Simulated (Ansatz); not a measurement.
# ClGeHS (SMILES [SH][Ge][Cl]): one structure at several levels

One table from this session's results is given with a row withheld; the runs are named, their logs left out.

Program: Ansatz 0.2.0, Gaussian basis. Level of theory: single points in def2-TZVPP. These are calculated values, not measurements.

Correlated methods freeze the cores. Filled d shells of the heavier atoms are correlated.

## The starting structure

SMILES `[SH][Ge][Cl]`, 4 atoms, charge 0, spin multiplicity 1.

Atoms are counted from 1 here; the program's logs count them from 0.

Bond lengths: S1–Ge2 2.308 Å, S1–H4 1.277 Å, Ge2–Cl3 2.194 Å. Angles: Ge2–S1–H4 103.0°, S1–Ge2–Cl3 97.4°.

Coordinates:

```tsv
atom	x (Å)	y (Å)	z (Å)
S1	-0.41500	1.09020	-0.64610
Ge2	-0.95610	-1.12920	-0.31930
Cl3	0.70770	-1.63170	1.01980
H4	0.65470	1.22870	0.03700
```

The first run:

run/in.yaml reads:

```yaml
crystal:
  periodic: [false, false, false]
  atoms:
    - {symbol: S, position_ang: [-0.415000, 1.090200, -0.646100]}
    - {symbol: Ge, position_ang: [-0.956100, -1.129200, -0.319300]}
    - {symbol: Cl, position_ang: [0.707700, -1.631700, 1.019800]}
    - {symbol: H, position_ang: [0.654700, 1.228700, 0.037000]}
basis:
  gaussian: {orbitals: def2-TZVPP}
correlation: {method: ccsd_t}
output: {forces: true}
```

No record of the launch command was kept for these runs.

Steps of the session up to this table: CCSD(T)/def2-TZVPP; PBE0-D4/def2-TZVPP; wB97M-V/def2-TZVPP; r2SCAN-D4/def2-TZVPP; PBE-D4/def2-TZVPP; revPBE-D4/def2-TZVPP; BLYP-D4/def2-TZVPP.

One table of the session follows, with a row left open; its other results are not shown here.

```
   method  RMS force component (eV/Å)  angle to CCSD(T) forces (°)  dipole (D)
  CCSD(T)                       0.969                    reference        0.97
  PBE0-D4                       0.997                          1.7        1.04
  wB97M-V                       0.964                          1.7        1.20
r2SCAN-D4                       0.993                          3.2        0.89
   PBE-D4                           ?                            ?           ?
revPBE-D4                       1.052                         15.2        0.93
  BLYP-D4                       1.024                         21.7        1.02
```

Estimate the missing values for PBE-D4.

As computed: RMS force component (eV/Å): 1.058; angle to CCSD(T) forces (°): 12.3; dipole (D): 0.92. In the column «RMS force component (eV/Å)» it is the highest.
